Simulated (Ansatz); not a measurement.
**Sc started on an Al site in zincblende AlN, 16 atoms, charge +1**

Which settings matter for this cell? A base run comes first, then runs with one to three settings changed.

All numbers are computed with Ansatz 0.2.0 (PAW, plane waves).

1 further run of the same task is left out (it didn't finish).

**1. The starting cell**

16 atoms (7 Al, 8 N, 1 Sc); a = 8.755 Å, b = 4.378 Å, c = 4.378 Å, α = 90.00°, β = 90.00°, γ = 90.00°. All atoms were shaken off their sites by about 0.07 Å along each axis. Defect site 1: (0.500, 0.500, 0.500). Starting moments add up to 1 μB.

**2. PBEsol on the given atoms**

Input file in.yaml:

```yaml
crystal:
  lattice:
    - [8.755444, 0.000000, 0.000000]
    - [0.000000, 4.377722, 0.000000]
    - [0.000000, 0.000000, 4.377722]
  atoms:
    - { symbol: Al, position: [0.993269, 0.025866, 0.990887] }
    - { symbol: Al, position: [0.496449, 0.002717, 0.004987] }
    - { symbol: Al, position: [0.256314, 0.507390, 0.996688] }
    - { symbol: Al, position: [0.747401, 0.523627, 0.973102] }
    - { symbol: Al, position: [0.251525, 0.977855, 0.514341] }
    - { symbol: Al, position: [0.734696, 0.010688, 0.504814] }
    - { symbol: Al, position: [0.990491, 0.499688, 0.483583] }
    - { symbol: N, position: [0.120958, 0.281822, 0.255485] }
    - { symbol: N, position: [0.616583, 0.242225, 0.269414] }
    - { symbol: N, position: [0.380471, 0.774413, 0.263832] }
    - { symbol: N, position: [0.873688, 0.770782, 0.229607] }
    - { symbol: N, position: [0.384649, 0.216045, 0.738729] }
    - { symbol: N, position: [0.863898, 0.245899, 0.767669] }
    - { symbol: N, position: [0.120442, 0.751857, 0.760703] }
    - { symbol: N, position: [0.604241, 0.731999, 0.724105] }
    - { symbol: Sc, position: [0.491651, 0.476170, 0.492338], spin: 1 }
kpoints:
  mp_grid: { grid: [2, 2, 2], shift: [0.5, 0.5, 0.5] }
hamiltonian:
  xc: pbesol
total_charge: 1
magnetization:
  spin_polarized: true
scf:
  occupations: { method: fermi_dirac, width: 0.01 }
output:
  forces: true
  eigenvalues: true
  populations: true
  charged_corrections: { epsilon: 8.5 }
```

Launch:

```bash
> ansatz run in.yaml --threads 8 --pin off --max-ram 13300MiB --runs-dir r --events-out ev --progress --plain
```

**3. Run again with 60 extra bands, functional PBE**

Changes to in.yaml since step 2:

```diff
@@ -25,3 +25,3 @@
 hamiltonian:
-  xc: pbesol
+  xc: pbe
 total_charge: 1
@@ -31,2 +31,4 @@
   occupations: { method: fermi_dirac, width: 0.01 }
+  max_iter: 80
+  n_extra_bands: 60
 output:
@@ -34,3 +36,2 @@
   eigenvalues: true
-  populations: true
-  charged_corrections: { epsilon: 8.5 }
+  stress: true
```

**4. Variant: starting moment 4 μB, mixer broyden**

Changes to in.yaml since step 3:

```diff
@@ -21,3 +21,3 @@
     - { symbol: N, position: [0.604241, 0.731999, 0.724105] }
-    - { symbol: Sc, position: [0.491651, 0.476170, 0.492338], spin: 1 }
+    - { symbol: Sc, position: [0.491651, 0.476170, 0.492338] }
 kpoints:
@@ -25,3 +25,3 @@
 hamiltonian:
-  xc: pbe
+  xc: pbesol
 total_charge: 1
@@ -29,6 +29,7 @@
   spin_polarized: true
+  initial_magnetization: 4
 scf:
   occupations: { method: fermi_dirac, width: 0.01 }
-  max_iter: 80
-  n_extra_bands: 60
+  max_iter: 100
+  mixing: { algorithm: broyden }
 output:
@@ -37 +38,5 @@
   stress: true
+  write_density: true
+  write_potential: true
+  elf: true
+  volumetric_format: npy
```

**5. Run again with mixer broyden**

Changes to in.yaml since step 4:

```diff
@@ -21,3 +21,3 @@
     - { symbol: N, position: [0.604241, 0.731999, 0.724105] }
-    - { symbol: Sc, position: [0.491651, 0.476170, 0.492338] }
+    - { symbol: Sc, position: [0.491651, 0.476170, 0.492338], spin: 1 }
 kpoints:
@@ -29,6 +29,5 @@
   spin_polarized: true
-  initial_magnetization: 4
 scf:
   occupations: { method: fermi_dirac, width: 0.01 }
-  max_iter: 100
+  max_iter: 50
   mixing: { algorithm: broyden }
@@ -38,5 +37 @@
   stress: true
-  write_density: true
-  write_potential: true
-  elf: true
-  volumetric_format: npy
```

**6. Variant: smearing width 2.0 eV, cutoff 180 eV**

Changes to in.yaml since step 5:

```diff
@@ -24,2 +24,3 @@
   mp_grid: { grid: [2, 2, 2], shift: [0.5, 0.5, 0.5] }
+basis: { ecutwfc: 180 }
 hamiltonian:
@@ -30,5 +31,4 @@
 scf:
-  occupations: { method: fermi_dirac, width: 0.01 }
-  max_iter: 50
-  mixing: { algorithm: broyden }
+  occupations: { method: fermi_dirac, width: 2 }
+  max_iter: 100
 output:
@@ -37 +37,5 @@
   stress: true
+  write_density: true
+  write_potential: true
+  elf: true
+  volumetric_format: npy
```

Before running it: what results should come out? Wanted: for each run, settings; status; energy from base; forces from base.

**Answer**, as computed:

| settings | status | cycles | time | energy from base (meV/atom) | forces from base (eV/Å rms) | filled to empty level on the mesh (eV) |
| --- | --- | --- | --- | --- | --- | --- |
| base | converged | 24 | 2 s (8 CPU threads) | 0 | 0 | 0.08 |
| 60 extra bands, functional PBE | converged | 27 | 3 s (8 CPU threads) | - | 0.063 | 0.09 |
| starting moment 4 μB, mixer broyden | converged | 24 | 2.3 s (8 CPU threads) | 0.0 | 0.000 | 0.08 |
| mixer broyden | converged | 29 | 3.7 s (8 CPU threads) | 0.0 | 0.000 | 0.08 |
| smearing width 2.0 eV, cutoff 180 eV | converged, settings too loose | 14 | 1.2 s (8 CPU threads) | +3467.0 | 0.428 | - |

**Reading.** Among these variants the forces move most with smearing width 2.0 eV, cutoff 180 eV (0.428 eV/Å rms).
